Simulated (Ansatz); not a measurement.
The system is Ti3Se.

```
Se Ti
1.0
     3.19745    0.00000    0.00000
    -1.59872    2.76907    0.00000
     0.00000    0.00000    7.94275
Se Ti
1 3
Direct
  0.00000 0.00000 0.00000
  0.66667 0.33333 0.50000
  0.33333 0.66667 0.77290
  0.33333 0.66667 0.22710
```

The cell comes from a database or a generator and needn't be the stable form of this composition.

Base run:

- Program: Ansatz 0.2.0
- Functional: LDA
- Potentials or basis: all-electron LAPW, scalar-relativistic
- Cutoff: 244 eV
- Density cutoff: 977 eV
- Basis error allowed: 0.002 eV/atom
- k mesh: 10 × 10 × 4
- Occupations: fermi-dirac, width 0.05 eV
- Spin: no spin polarisation

Its results: pressure -8.0 GPa; largest force 0.111 eV/Å.

Q: The run is repeated on the same cell with these changes: functional from LDA to PBEsol. What comes out?

A: Pressure -4.5 GPa; largest force 0.097 eV/Å.

PBEsol binds less tightly than LDA, so the same cell stands under more pressure.

Not every run made on this cell is shown here.
